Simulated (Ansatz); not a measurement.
# HfH3BrO3: up Jacob's ladder to CCSD(T)

Computed with Ansatz 0.2.0, Gaussian basis. Level: functionals in def2-TZVPP, the program's frozen cores in correlated methods.

The runs, in order: PBE-D4, r2SCAN-D4, PBE0-D4, B3LYP-D4, ωB97X-V, ωB97M-V, B2PLYP; CCSD(T)/def2-TZVPP; MP2/def2-QZVPP; extrapolation to the limit.

## Step 1: Structure used throughout

All runs share one geometry, relaxed beforehand with PBE0-D4/def2-TZVP. Hf takes the def2 core potential; no spin-orbit term is included.

SMILES `[OH][Hf]([OH])([OH])[Br]`, 8 atoms, charge 0, spin multiplicity 1.

Atoms are counted from 1 here; the program's logs count them from 0.

Bond lengths: O1–Hf2 1.914 Å, O1–H6 0.952 Å, Hf2–O3 1.914 Å, Hf2–O4 1.914 Å, Hf2–Br5 2.539 Å, O3–H7 0.952 Å, O4–H8 0.952 Å. Angles: Hf2–O1–H6 159.2°, O1–Hf2–O3 109.8°, O1–Hf2–O4 109.8°, O1–Hf2–Br5 109.1°, O3–Hf2–O4 109.8°, O3–Hf2–Br5 109.1°, O4–Hf2–Br5 109.1°, Hf2–O3–H7 159.2°, Hf2–O4–H8 159.2°.

Geometry (Å):

```csv
atom,x (Å),y (Å),z (Å)
O1,-1.7298,0.0209,-0.6174
Hf2,-0.0220,0.2063,0.2274
O3,0.5272,-1.4756,0.9581
O4,1.2707,0.8138,-1.0473
Br5,-0.2027,1.9082,2.1032
H6,-2.5474,-0.3815,-0.8916
H7,1.0785,-2.2306,1.1358
H8,1.6256,1.1386,-1.8683
```

## Step 2: PBE-D4 (GGA)

File in.yaml:

```yaml
crystal:
  periodic: [false, false, false]
  atoms:
    - {symbol: O, position_ang: [-1.729840, 0.020865, -0.617365]}
    - {symbol: Hf, position_ang: [-0.021998, 0.206328, 0.227361]}
    - {symbol: O, position_ang: [0.527180, -1.475646, 0.958119]}
    - {symbol: O, position_ang: [1.270650, 0.813771, -1.047284]}
    - {symbol: Br, position_ang: [-0.202697, 1.908157, 2.103213]}
    - {symbol: H, position_ang: [-2.547416, -0.381514, -0.891599]}
    - {symbol: H, position_ang: [1.078534, -2.230616, 1.135819]}
    - {symbol: H, position_ang: [1.625578, 1.138645, -1.868274]}
basis:
  gaussian: {orbitals: def2-TZVPP}
hamiltonian: {xc: pbe, dispersion: d4}
output: {forces: true, orbitals: {seedname: orbitals}}
```

Run with:

```
$ ansatz run in.yaml --threads 2 --pin off --events-out ev --progress --plain --max-ram 22528MiB --backend cpu
```

Q: Estimate wall time and peak memory on 2 threads of AMD EPYC 7R13, shared host.

About 5 s, with a peak of 0.36 GiB.
